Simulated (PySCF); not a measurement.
# MoSe₂⁺: doublet, from a linear start

The task is one start of a wider search on MoSe₂⁺: the doublet, built as linear. It is relaxed, tested by its Hessian and followed downhill if it is a saddle.

The runs use PySCF 2.14.0; PBE0, basis Mo def2-SVP with ECP28, Se def2-SVP, scalar-relativistic core potentials, no spin–orbit coupling, density fitting.

## Step 1: Where the work starts

3 atoms, charge 1, spin multiplicity 2.

Bond lengths: Mo1–Se2 2.234 Å, Mo1–Se3 2.234 Å. Angles: Se2–Mo1–Se3 180.0°.

Coordinates in bohr (charge 1 multiplicity 2):
```
Mo    0.0000    0.0000    0.0000
Se    0.0000    0.0000    4.2224
Se    0.0000    0.0000   -4.2224
```

## Step 2: First SCF at the start

The steps below are one call of a driver around PySCF. For each, scf.py gives the equivalent set-up of the SCF; relaxations use the driver's own optimiser. After this first run the driver tries any further starts and a stability analysis.

Contents of scf.py:

```python
from pyscf import gto, scf, dft
mol = gto.M(atom='''
Mo     0.000000     0.000000     0.000000
Se     0.000000     0.000000     2.234400
Se     0.000000     0.000000    -2.234400''',
    basis={'Mo': 'def2-SVP', 'Se': 'def2-SVP'},
    ecp={'Mo': 'def2-SVP'},
    charge=1, spin=1)
mf = dft.UKS(mol, xc='PBE0')
mf.grids.atom_grid = (50, 194)
aux = {'Mo': 'def2-universal-JKFIT', 'Se': 'def2-universal-JKFIT'}
mf = mf.density_fit(auxbasis=aux)
mf.conv_tol = 1e-08
mf.diis_space = 10
mf.max_cycle = 60
mf.init_guess = 'minao'
mf.verbose = 4
mf.kernel()
```

The run is started by

```
$ OMP_NUM_THREADS=2 python axn.py task.json out
```

The runs that follow: Linear start, doublet: relaxation; Vibrations and properties at this point; Following the imaginary mode; Hessian and properties.

**Question.** What will these runs give? Wanted: minimum; geometry; wavenumbers; dipole moment; highest occupied, lowest empty level; polar-tensor charge of Mo1; zero-point energy; ⟨S²⟩.

The runs gave:

| quantity | value |
| --- | --- |
| minimum | doublet, C2v |
| geometry | Mo–Se 2.214 Å (×2); Se–Mo–Se 105.8° |
| wavenumbers (cm⁻¹) | 133 (a1), 348 (a1), 373 (b2) |
| dipole moment (centre of mass) | 3.71 D |
| highest occupied, lowest empty level (either spin) | -12.13, -9.72 eV |
| polar-tensor charge of Mo1 | +0.93 e |
| zero-point energy | 5.1 kJ/mol |
| entropy at 298.15 K | 320.1 J/(mol K) |
| ⟨S²⟩ | 1.122 |

From D∞h at the start the molecule goes to a C2v minimum, after a stop at a second-order saddle point 154.8 kJ/mol higher, from which it was pushed off along an imaginary mode. The determinant is spin-contaminated (⟨S²⟩ = 1.12 against 0.75), so it is no pure spin state. The strongest infrared band lies at 373 cm⁻¹ (b2, stretch). Most of the spin sits on Mo1 (Mulliken spin 2.12, against 1 for the whole molecule). The first SCF alone would have been 91 kJ/mol too high. Only this shape and spin were tried, so other structures or states may lie lower. One determinant may miss the lowest occupation of an open d or f shell.
